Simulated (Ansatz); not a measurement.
# Ni3Pt2: the cost of one run

Computed with Ansatz 0.2.0 (DFT PBE, scalar-relativistic, plane waves, PAW, unless a step's input says otherwise).

## Step 1: Starting point

The structure is hexagonal, space group P-6m2 (No. 187). Conventional cell: a = 2.611 Å, b = 2.611 Å, c = 21.120 Å, α = 90.00°, β = 90.00°, γ = 120.00°. Ni (site symmetry 3m) has 12 Ni at 2.59 to 2.61 Å in its first shell of neighbours. Ni (site symmetry -6m2) is surrounded by 6 Pt at 2.59 Å and 6 Ni at 2.61 Å. Ni (site symmetry 3m) is surrounded by 9 Ni at 2.59 to 2.61 Å and 3 Pt at 2.59 Å. Around Ni (site symmetry -6m2) lie 12 Ni at 2.59 to 2.61 Å. Around Pt (site symmetry 3m) lie 9 Pt at 2.59 to 2.61 Å and 3 Ni at 2.59 Å. Around Pt (site symmetry 3m) lie 3 Ni at 2.59 Å and 9 Pt at 2.59 to 2.61 Å.

Coordinates:

```cif
data_structure
_symmetry_space_group_name_H-M 'P 1'
_symmetry_Int_Tables_number 1
_cell_length_a 2.6110
_cell_length_b 2.6110
_cell_length_c 21.1204
_cell_angle_alpha 90.000
_cell_angle_beta 90.000
_cell_angle_gamma 120.000
_cell_volume 124.69
loop_
_atom_site_label
_atom_site_type_symbol
_atom_site_fract_x
_atom_site_fract_y
_atom_site_fract_z
_atom_site_occupancy
Ni1 Ni 0.33333 0.66667 0.90000 1
Ni2 Ni 0.33333 0.66667 0.10000 1
Ni3 Ni 0.33333 0.66667 0.50000 1
Ni4 Ni 0.66667 0.33333 0.80000 1
Ni5 Ni 0.66667 0.33333 0.00000 1
Ni6 Ni 0.66667 0.33333 0.20000 1
Pt1 Pt 0.33333 0.66667 0.70000 1
Pt2 Pt 0.33333 0.66667 0.30000 1
Pt3 Pt 0.66667 0.33333 0.40000 1
Pt4 Pt 0.66667 0.33333 0.60000 1
```

The start is an ordering of an alloy on its end members' structure types: elements ordered on the sites of the Fe type, Ni/Pt on Fe (P-6m2, No. 187).

## Step 2: The guess as it stands, on a coarse mesh

The input, input.yaml:

```yaml
crystal:
  lattice:
    - [2.61098431, 0.0, 0.0]
    - [-1.30549216, 2.26117874, 0.0]
    - [0.0, 0.0, 21.12038287]
  atoms:
    - { symbol: Ni, position: [0.33333333, 0.66666667, 0.9], spin: 2.0 }
    - { symbol: Ni, position: [0.33333333, 0.66666667, 0.1], spin: 2.0 }
    - { symbol: Ni, position: [0.33333333, 0.66666667, 0.5], spin: 2.0 }
    - { symbol: Ni, position: [0.66666667, 0.33333333, 0.8], spin: 2.0 }
    - { symbol: Ni, position: [0.66666667, 0.33333333, 0.0], spin: 2.0 }
    - { symbol: Ni, position: [0.66666667, 0.33333333, 0.2], spin: 2.0 }
    - { symbol: Pt, position: [0.33333333, 0.66666667, 0.7] }
    - { symbol: Pt, position: [0.33333333, 0.66666667, 0.3] }
    - { symbol: Pt, position: [0.66666667, 0.33333333, 0.4] }
    - { symbol: Pt, position: [0.66666667, 0.33333333, 0.6] }
basis:
  ecutwfc: 420
kpoints:
  mp_grid: { grid: [6, 6, 1] }
hamiltonian:
  xc: pbe
scf:
  occupations: { method: gaussian, width: 0.1 }
  lower_state_search: "off"
output:
  forces: true
  stress: true
  eigenvalues: true
  populations: true
magnetization:
  spin_polarized: true
```

On the command line:

```bash
$ ansatz run input.yaml --threads 4 --pin off --max-ram 8192MiB --backend cpu --events-out ev --progress --plain --runs-dir out
```

What time and memory should one allow on 4 threads of Intel Xeon Platinum 8259CL at 2.50GHz (Skylake/Cascade Lake), shared host?

About 15 s, with a peak of 0.73 GiB.
